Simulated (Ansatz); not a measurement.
# TiO2: the cost of one run

Program: Ansatz 0.2.0. Level of theory: DFT PBE, scalar-relativistic, plane waves, PAW. These are calculated values, not measurements.

## 1. The structure to begin with

It takes space group P4_2/mnm (No. 136, tetragonal). The conventional cell has a = 4.600 Å, b = 4.600 Å, c = 2.959 Å, α = 90.00°, β = 90.00°, γ = 90.00°. Ti (site symmetry mmm) has 6 O at 1.95 to 1.98 Å as nearest neighbours. O (site symmetry m2m) is surrounded by 3 Ti at 1.95 to 1.98 Å.

Structure file:

```cif
data_structure
_symmetry_space_group_name_H-M 'P4_2/mnm'
_symmetry_Int_Tables_number 136
_cell_length_a 4.5998
_cell_length_b 4.5998
_cell_length_c 2.9592
_cell_angle_alpha 90.000
_cell_angle_beta 90.000
_cell_angle_gamma 90.000
_cell_volume 62.61
loop_
_atom_site_label
_atom_site_type_symbol
_atom_site_symmetry_multiplicity
_atom_site_Wyckoff_symbol
_atom_site_fract_x
_atom_site_fract_y
_atom_site_fract_z
_atom_site_occupancy
Ti1 Ti 2 b 0.50000 0.50000 0.00000 1
O1 O 4 g 0.69568 0.69568 0.50000 1
```

The structure comes from the Materials Project (structure only).

(A quick probe on a coarse mesh, which set the mesh and smearing, is not shown.)

## 3. The relaxation

The input, input.yaml:

```yaml
crystal:
  lattice:
    - [4.59983732, 0.0, 0.0]
    - [0.0, 4.59983732, 0.0]
    - [0.0, 0.0, 2.95921356]
  atoms:
    - { symbol: Ti, position: [0.5, 0.5, 0.0] }
    - { symbol: Ti, position: [0.0, 0.0, 0.5] }
    - { symbol: O, position: [0.69567868, 0.69567868, 0.5] }
    - { symbol: O, position: [0.80432132, 0.19567868, 0.0] }
    - { symbol: O, position: [0.19567868, 0.80432132, 0.0] }
    - { symbol: O, position: [0.30432132, 0.30432132, 0.5] }
basis:
  ecutwfc: 420
kpoints:
  mp_grid: { grid: [6, 6, 10] }
hamiltonian:
  xc: pbe
scf:
  occupations: { method: gaussian, width: 0.02 }
output:
  forces: true
  stress: true
  eigenvalues: true
  write_density: true
  write_potential: true
  elf: true
  volumetric_format: npy
relax:
  adjacent_minimum: "off"
  f_tol: 0.005
  max_steps: 80
  cell: { stress_tol: 0.05 }
```

Command:

```console
> ansatz run input.yaml --threads 8 --pin off --max-ram 20480MiB --backend cpu --events-out ev --progress --plain --runs-dir out
```

**Question.** How long does this run take on 8 threads of AMD EPYC (Zen 3), shared host, and how much memory does it need?

About 44 s, with a peak of 0.53 GiB.
